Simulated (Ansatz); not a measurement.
# HfSi (zincblende type): how the settings move a single-point run

Question: which choices in the input matter for HfSi (zincblende type)?

Program: Ansatz 0.2.0. Level of theory: reference: DFT, LDA, PAW with Ansatz's default frozen-core files, scalar-relativistic. These are calculated values, not measurements.

## (1) Starting point

It takes space group F-43m (No. 216, cubic). The conventional cell has a = 4.368 Å, b = 4.368 Å, c = 4.368 Å, α = 90.00°, β = 90.00°, γ = 90.00°. Hf (site symmetry -43m) has 4 Si at 1.89 Å in its first shell of neighbours. Si (site symmetry -43m) has 4 Hf at 1.89 Å in its first shell of neighbours.

Structure file:

```
CELL_PARAMETERS angstrom
0.00000 2.18390 2.18390
2.18390 0.00000 2.18390
2.18390 2.18390 0.00000
ATOMIC_POSITIONS crystal
Hf 0.00000 0.00000 0.00000
Si 0.25000 0.25000 0.25000
```

## (2) The reference run

Input file input.yaml:

```yaml
crystal:
  lattice:
    - [0.0, 2.183901659, 2.183901659]
    - [2.183901659, 0.0, 2.183901659]
    - [2.183901659, 2.183901659, 0.0]
  atoms:
    - { symbol: Hf, position: [0.0, 0.0, 0.0] }
    - { symbol: Si, position: [0.25, 0.25, 0.25] }
kpoints:
  mp_grid: { grid: [12, 12, 12] }
  band_path:
    path:
      - [0.0, 0.0, 0.0]
      - [-0.5, -0.5, 0.0]
      - [-0.375, -0.375, 0.25]
      - [-0.375, 0.0, 0.375]
      - [0.0, 0.0, 0.0]
      - [0.0, 0.0, 0.5]
      - [-0.5, -0.25, 0.25]
      - [-0.5, -0.5, 0.0]
    npoints: 8
scf:
  occupations: { method: fermi_dirac, width: 0.08 }
hamiltonian:
  xc: lda
  pseudopotentials: { kind: paw }
output:
  forces: true
  stress: true
  eigenvalues: true
  populations: true
  dos: { projected: true, de: 0.2, e_range: [-14, 8] }
```

The run is started by

```bash
$ ansatz run input.yaml --threads 1 --pin off --max-ram 2048MiB --backend cpu --events-out ev --progress --plain --runs-dir out
```

## (3) Changing settings: eigensolver.kind davidson, basis.precision f64

input.yaml, as its differences from that of step 2:

```diff
@@ -23,2 +23,3 @@
   occupations: { method: fermi_dirac, width: 0.08 }
+  eigensolver: { kind: davidson }
 hamiltonian:
@@ -31,2 +32,7 @@
   populations: true
-  dos: { projected: true, de: 0.2, e_range: [-14, 8] }
+  write_density: true
+  write_potential: true
+  elf: true
+  volumetric_format: npy
+basis:
+  precision: f64
```

## (4) Changing settings: chi_scale 0.1

input.yaml, as its differences from that of step 2:

```diff
@@ -23,2 +23,3 @@
   occupations: { method: fermi_dirac, width: 0.08 }
+  initial_density: { chi_scale: 0.1 }
 hamiltonian:
@@ -31,2 +32 @@
   populations: true
-  dos: { projected: true, de: 0.2, e_range: [-14, 8] }
```

**Question.** What will these runs give? Wanted: for each run, ending; energy change; pressure; gap; force.

As calculated:

```
                                              run     ending  energy change  pressure (GPa)  gap (eV)  force (eV/Å)  cycles   time
                                        reference  converged              0           292.4      0.00          0.00       8  4.9 s
1: eigensolver.kind davidson, basis.precision f64  converged   0.0 meV/atom           292.4      0.00          0.00       8  6.1 s
                                 2: chi_scale 0.1  converged   0.0 meV/atom           292.4      0.00          0.00       9  5.4 s
```

Times don't compare one to one where runs were asked for different outputs or read a saved state (see the inputs); cycles may leave out searches for a lower state.

Residual by cycle in the longest SCF loop of each run; runs are numbered as in the table. The quantity is the density residual dr2, in eV.

```
cycle  reference    run 1   run 2
    1      0.374    0.374   0.914
    2     0.0993    0.108   0.302
    3     0.0281   0.0184  0.0569
    4     7.4e-4  0.00103  0.0146
    5     7.3e-5   6.6e-4  2.1e-4
    6     6.1e-6   9.8e-6  3.1e-5
    7     3.8e-7   5.2e-7  1.3e-6
    8     1.4e-8   1.9e-8  7.8e-8
    9          -        -  3.3e-9
```

Of the converged runs whose energies compare with the reference's, none moves it noticeably. The structure is not at rest: the sound run finds 292 GPa, so these are no properties of the relaxed crystal. 
